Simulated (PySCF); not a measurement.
# From one method to the next for SrC (triplet)

What do other methods print for SrC (triplet)?

The runs use PySCF 2.14.0; each script names its method and basis.

5 further runs of the same task are left out: 1 for a known fault of the program, 4 that didn't finish.

### 1 Starting geometry

SrC (triplet): 2 atoms, charge 0, spin multiplicity 3.

Bond lengths: Sr1–C2 2.420 Å.

### 2 Base script

Input file input.py:

```python
from pyscf import gto, scf, mp

mol = gto.M(
    atom='Sr 0 0 0; C 0 0 2.42',
    basis='crenbl',
    ecp={'Sr': 'crenbl', 'C': 'crenbl'},
    charge=0,
    spin=2,
    symmetry=True,
    verbose=3,
)
mf = scf.UHF(mol)
mf.kernel()
mp.MP2(mf).kernel()
mf.dip_moment()
print('orbital energies (hartree):', [e[max(0, n-3):n+3].round(4) for e, n in zip(mf.mo_energy, mol.nelec)])
```

On the command line:

```
OMP_NUM_THREADS=1 python input.py
```

Its log is not repeated here.

Base result: E(SCF) = -35.577406 Eh, E(MP2) − E(SCF) = -0.09155 Eh, ⟨S²⟩ = 2.053, μ = 1.94 D (of the SCF density).

The bond length is a typed value, not an optimised one. The triplet is typed in the script; nothing here shows that it is the ground state.

### 3 Mn15 (UKS)

Variant 1 changes functional: none (Hartree–Fock) → mn15; SCF type: UHF → UKS; step after the SCF: mp2 → analyze.

Input file input.py:

```python
from pyscf import gto, dft

mol = gto.M(
    atom='Sr 0 0 0; C 0 0 2.42',
    basis='crenbl',
    ecp={'Sr': 'crenbl', 'C': 'crenbl'},
    charge=0,
    spin=2,
    symmetry=True,
    verbose=3,
)
mf = dft.UKS(mol, xc='mn15')
mf.kernel()
mf.mulliken_pop()
mf.dip_moment()
print('orbital energies (hartree):', [e[max(0, n-3):n+3].round(4) for e, n in zip(mf.mo_energy, mol.nelec)])
```

On the command line:

```
OMP_NUM_THREADS=1 python input.py
```

### 4 Wb97 (UKS)

Variant 2 changes functional: none (Hartree–Fock) → wb97; SCF type: UHF → UKS; step after the SCF: mp2 → analyze.

input.py, as its differences from that of step 2:

```diff
@@ -1,2 +1,2 @@
-from pyscf import gto, scf, mp
+from pyscf import gto, dft
 
@@ -11,5 +11,5 @@
 )
-mf = scf.UHF(mol)
+mf = dft.UKS(mol, xc='wb97')
 mf.kernel()
-mp.MP2(mf).kernel()
+mf.mulliken_pop()
 mf.dip_moment()
```

### 5 ROHF

Variant 3 changes SCF type: UHF → ROHF.

Input file input.py:

```python
from pyscf import gto, scf, mp

mol = gto.M(
    atom='Sr 0 0 0; C 0 0 2.42',
    basis='crenbl',
    ecp={'Sr': 'crenbl', 'C': 'crenbl'},
    charge=0,
    spin=2,
    symmetry=True,
    verbose=3,
)
mf = scf.ROHF(mol)
mf.kernel()
mp.MP2(mf).kernel()
mf.dip_moment()
print('orbital energies (hartree):', mf.mo_energy[..., max(0, mol.nelec[1]-3):mol.nelec[0]+3].round(4))
```

### 6 Gradient

Variant 4 changes step after the SCF: mp2 → gradient.

input.py, as its differences from that of step 2:

```diff
@@ -1,2 +1,2 @@
-from pyscf import gto, scf, mp
+from pyscf import gto, scf
 
@@ -13,3 +13,3 @@
 mf.kernel()
-mp.MP2(mf).kernel()
+mf.nuc_grad_method().kernel()
 mf.dip_moment()
```

What does the calculation give? Wanted: for each run, E(SCF); from base; SCF dipole; after the SCF.

As calculated:

```csv
run,E(SCF) (hartree),from base (eV),SCF dipole (D),after the SCF
base,-35.577406,0,1.94,MP2 correlation -2.491 eV
mn15 (UKS),-36.003607,not comparable,5.27,n/a
wb97 (UKS),-36.019602,not comparable,3.90,n/a
ROHF,-35.578453,-0.0285,1.86,MP2 correlation -2.546 eV
gradient,-35.577406,0.0000,1.94,n/a
```

A lower total energy from another functional means nothing by itself. The dearest run is “mn15 (UKS)”, at 8.7 s against 1 s.
